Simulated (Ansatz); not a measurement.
**Alloy of GaAs and AlAs (4 of 32 Ga sites exchanged), 64 atoms**

The task here is to estimate one member of a computed series from the others.

Program: Ansatz 0.2.0, PAW, plane waves. These are calculated values, not measurements.

**The starting cell**

64 atoms (4 Al, 28 Ga, 32 As); a = 11.323 Å, b = 11.323 Å, c = 11.323 Å, α = 90.00°, β = 90.00°, γ = 90.00°. All atoms were shaken off their sites by about 0.02 Å along each axis.

Plan of the steps: (2) PBEsol cell relaxation at the single k point (¼, ¼, ¼), on 1 × NVIDIA H100 80GB HBM3 with 10 threads of AMD EPYC 7R13; (3) PBE single point at the Γ point alone, on 1 × NVIDIA H100 80GB HBM3 with 10 threads of AMD EPYC 7R13; (4) r²SCAN single point at the Γ point alone, on 1 × NVIDIA H100 80GB HBM3 with 10 threads of AMD EPYC 7R13; (5) HSE06 single point at the Γ point alone, on 1 × NVIDIA H100 80GB HBM3 with 10 threads of AMD EPYC 7R13; (6) HSE06 with spin–orbit coupling single point at the Γ point alone, on 1 × NVIDIA H100 80GB HBM3 with 10 threads of AMD EPYC 7R13.

Set-up of the first run:

Contents of in.yaml:

```yaml
crystal:
  lattice:
    - [11.323102, 0.000000, 0.000000]
    - [0.000000, 11.323102, 0.000000]
    - [0.000000, 0.000000, 11.323102]
  atoms:
    - { symbol: Al, position: [0.997722, 0.001227, 0.003784] }
    - { symbol: Al, position: [0.251785, 0.999413, 0.750747] }
    - { symbol: Al, position: [0.752212, 0.499723, 0.250731] }
    - { symbol: Al, position: [0.997679, 0.749838, 0.747014] }
    - { symbol: Ga, position: [0.998048, 0.997277, 0.501996] }
    - { symbol: Ga, position: [0.999568, 0.501702, 0.995567] }
    - { symbol: Ga, position: [0.999726, 0.502035, 0.498389] }
    - { symbol: Ga, position: [0.498150, 0.999558, 0.999273] }
    - { symbol: Ga, position: [0.497572, 0.998140, 0.498907] }
    - { symbol: Ga, position: [0.499541, 0.500972, 0.000968] }
    - { symbol: Ga, position: [0.499805, 0.503745, 0.499028] }
    - { symbol: Ga, position: [0.251043, 0.251507, 0.997252] }
    - { symbol: Ga, position: [0.249944, 0.251437, 0.501341] }
    - { symbol: Ga, position: [0.252709, 0.751532, 0.998675] }
    - { symbol: Ga, position: [0.254182, 0.748609, 0.502416] }
    - { symbol: Ga, position: [0.753158, 0.252910, 0.997996] }
    - { symbol: Ga, position: [0.747922, 0.249340, 0.500181] }
    - { symbol: Ga, position: [0.748919, 0.749649, 0.000950] }
    - { symbol: Ga, position: [0.751024, 0.753491, 0.500709] }
    - { symbol: Ga, position: [0.249272, 0.000980, 0.250204] }
    - { symbol: Ga, position: [0.248007, 0.501790, 0.248392] }
    - { symbol: Ga, position: [0.249071, 0.500383, 0.748709] }
    - { symbol: Ga, position: [0.750259, 0.003127, 0.250720] }
    - { symbol: Ga, position: [0.750557, 0.000271, 0.748472] }
    - { symbol: Ga, position: [0.747349, 0.501449, 0.750384] }
    - { symbol: Ga, position: [0.001875, 0.252008, 0.249348] }
    - { symbol: Ga, position: [0.001625, 0.250653, 0.751387] }
    - { symbol: Ga, position: [0.999713, 0.750562, 0.251750] }
    - { symbol: Ga, position: [0.499529, 0.250257, 0.250135] }
    - { symbol: Ga, position: [0.500949, 0.247834, 0.748201] }
    - { symbol: Ga, position: [0.497550, 0.748231, 0.250634] }
    - { symbol: Ga, position: [0.499313, 0.749504, 0.751238] }
    - { symbol: As, position: [0.125308, 0.125376, 0.125134] }
    - { symbol: As, position: [0.125007, 0.125842, 0.625700] }
    - { symbol: As, position: [0.122529, 0.624995, 0.124786] }
    - { symbol: As, position: [0.125879, 0.626150, 0.624282] }
    - { symbol: As, position: [0.623111, 0.122796, 0.125902] }
    - { symbol: As, position: [0.625500, 0.125227, 0.623525] }
    - { symbol: As, position: [0.626417, 0.627773, 0.124400] }
    - { symbol: As, position: [0.625063, 0.622957, 0.624353] }
    - { symbol: As, position: [0.375489, 0.379104, 0.123774] }
    - { symbol: As, position: [0.377649, 0.374390, 0.624076] }
    - { symbol: As, position: [0.373290, 0.876660, 0.126385] }
    - { symbol: As, position: [0.374872, 0.876771, 0.625881] }
    - { symbol: As, position: [0.874152, 0.375865, 0.124114] }
    - { symbol: As, position: [0.877746, 0.375683, 0.623681] }
    - { symbol: As, position: [0.873311, 0.872874, 0.125837] }
    - { symbol: As, position: [0.877076, 0.872291, 0.625811] }
    - { symbol: As, position: [0.373909, 0.125779, 0.374223] }
    - { symbol: As, position: [0.374407, 0.126838, 0.874435] }
    - { symbol: As, position: [0.374074, 0.624876, 0.374528] }
    - { symbol: As, position: [0.375266, 0.622412, 0.875123] }
    - { symbol: As, position: [0.877156, 0.122692, 0.379178] }
    - { symbol: As, position: [0.874676, 0.121732, 0.874262] }
    - { symbol: As, position: [0.874560, 0.624137, 0.374618] }
    - { symbol: As, position: [0.872950, 0.624987, 0.871174] }
    - { symbol: As, position: [0.125223, 0.374253, 0.374845] }
    - { symbol: As, position: [0.126340, 0.375765, 0.876997] }
    - { symbol: As, position: [0.124258, 0.877096, 0.374008] }
    - { symbol: As, position: [0.125627, 0.874862, 0.873412] }
    - { symbol: As, position: [0.627263, 0.374940, 0.374595] }
    - { symbol: As, position: [0.627994, 0.374728, 0.873882] }
    - { symbol: As, position: [0.624114, 0.873562, 0.376315] }
    - { symbol: As, position: [0.627521, 0.873031, 0.874509] }
  symmetry: { detect: false }
kpoints:
  mp_grid: { grid: [1, 1, 1], shift: [0.25, 0.25, 0.25] }
hamiltonian:
  xc: pbesol
scf:
  occupations: { method: fermi_dirac, width: 0.01 }
relax:
  f_tol: 0.03
  max_steps: 80
  escape_saddle: false
  adjacent_minimum: "off"
  cell: { fix: [shape] }
output:
  forces: true
  eigenvalues: true
  populations: true
```

Run with:

```bash
$ ansatz run in.yaml --threads 10 --pin off --max-ram 102600MiB --runs-dir r --events-out ev --progress --plain --backend cuda --devices 0, --max-vram 75GiB
```

Among the steps run: Relaxing cell and atoms with PBEsol; PBE on the final geometry; r²SCAN on the same atoms; HSE06 on the same atoms; HSE06 with spin–orbit coupling on the same atoms.

One table of the session follows, with a row left open; its other results are not shown here.

```
                         level  top filled to lowest empty (eV)
            PBEsol, relaxation                                ?
                           PBE                             0.65
                        r²SCAN                             1.16
                         HSE06                             1.61
HSE06 with spin–orbit coupling                             1.49
```

**Question.** Estimate the row for PBEsol, relaxation.

The run gave: top filled to lowest empty (eV): 1.37. In the column «top filled to lowest empty (eV)» it lies between r²SCAN (1.16) and HSE06 with spin–orbit coupling (1.49).

At the same k points, PBE gives a spacing 0.96 eV smaller and r²SCAN gives a spacing 0.45 eV smaller than the 1.61 eV of HSE06. Rows on different k points differ by sampling as well as by level. With one k point the spacing samples only the states that fold onto it, so it can exceed the gap over the zone.
